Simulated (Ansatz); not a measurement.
LuC2, space group Immm, the levels without and with spin-orbit coupling

Program: Ansatz 0.2.0, Python API.

Interactive session:
```pycon
>>> import warnings
>>> import ansatz
>>> warnings.simplefilter("ignore", ansatz.DeckWarning)
>>> luc2 = (
...     ansatz.Lattice.from_parameters(3.81236, 3.81236, 3.81236, alpha=124.39958, beta=104.39499, gamma=100.74474)
...     .atom("Lu", [0.0, 0.0, 0.0])
...     .atom("C", [0.640215, 0.5, 0.140215])
...     .atom("C", [0.359785, 0.5, 0.859785])
... )
>>> calc = (
...     luc2.calculation()
...     .functional("pbesol")
...     .basis(510)
...     .kpoints(10, 10, 10, center="gamma")  # the mesh must be finer for metals
...     .occupations(ansatz.OccupationsMethod.FERMI_DIRAC, width=0.05)
...     .band_table()  # levels at the mesh points
... )
>>> for label, variant in (("scalar-relativistic", calc), ("spin-orbit", calc.spin(soc=True))):
...     summary = variant.run().report
...     zero = summary["band_edges_ev"][0] if summary.get("band_edges_ev") else summary["fermi_energy_ev"]
...     near = [round(e - zero, 3) for e in summary["eigenvalues_ev"][0] if abs(e - zero) < 4]
...     print(label)
...     print("  band edges (eV):", [round(e, 3) for e in summary.get("band_edges_ev") or []] or "none reported")
...     print("  levels at k =", summary["kpoints_frac"][0], "within 4 eV of the zero:", near)
...
scalar-relativistic
  band edges (eV): none reported
  levels at k = [0.0, 0.0, 0.0] within 4 eV of the zero: [-2.723, -2.719, -2.415, -0.813, 2.4, 2.522]
spin-orbit
  band edges (eV): none reported
  levels at k = [0.0, 0.0, 0.0] within 4 eV of the zero: [-3.788, -3.788, -2.697, -2.697, -2.66, -2.66, -2.416, -2.416, -0.814, -0.814, 2.36, 2.36, 2.563, 2.563]
```

Notes:
- The computed bands are complete only to about 4.3 eV above the Fermi level.
- The structure comes from a database of computed cells and needn't be a stable or known phase.
- Levels are Kohn-Sham eigenvalues on this mesh.
- With spin-orbit coupling each level holds one electron and, with inversion or at time-reversal points, comes in pairs; a window in energy can cut a split set.
- Run time: 73 s on 1 thread of Arm Neoverse V2, on a shared host, peak memory 0.91 GiB.
